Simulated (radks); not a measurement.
# Nuclear size and the levels of Lu³⁺

One table from this session's results is given with a row withheld; the runs are named, their logs left out.

Method: Dirac Kohn-Sham, PBE, spin-unpolarised, spherical densities, finite nucleus. Code: radks (a radial shooting solver on a logarithmic mesh, Libxc functionals) version 1.

## The atom as given

* element: lutetium (Z = 71)
* charge: +3
* electrons: 68
* configuration: [Xe] 4f14
* nuclear rms radius: 5.37 fm

Outer shells as boxes (Hund's rule):

Lu³⁺
```
[Xe] core
4f [↑↓][↑↓][↑↓][↑↓][↑↓][↑↓][↑↓]
```

The first run:

The run's settings:

```text
Z 71
configuration [Xe] 4f14 6s0 5d0
relativity Dirac
functional pbe,pbe
spin unpolarised
j_filling average
nucleus finite rms 5.37 fm
c 137.035999084
```

Steps of the session up to this table: rms radius 5.37 fm.

One of the session's tables, all rows but one given; the rest of the session is left out.

It belongs to the step «rms radius 5.37 fm». Sizes of the orbitals, from the radial functions (bohr):

| level | <r> | outermost maximum (interpolated) | 90 % within | nodes |
| --- | --- | --- | --- | --- |
| 5s1/2 | 1.167 | 1.04 | 1.68 | 4 |
| 5p1/2 | 1.299 | 1.13 | 1.90 | 3 |
| 5p3/2 | ? | ? | ? | ? |
| 4f5/2 | 0.7091 | 0.466 | 1.22 | 0 |
| 4f7/2 | 0.7234 | 0.472 | 1.25 | 0 |
| 5d3/2 | 2.012 | 1.63 | 3.07 | 2 |
| 5d5/2 | 2.058 | 1.67 | 3.13 | 2 |
| 6s1/2 | 2.858 | 2.63 | 4.06 | 5 |

Q: Estimate the row for 5p3/2 from the others.

The run gave: <r>: 1.402; outermost maximum (interpolated): 1.22; 90 % within: 2.05; nodes: 3. In the column «<r>» it lies between 5p1/2 (1.299) and 5d3/2 (2.012).
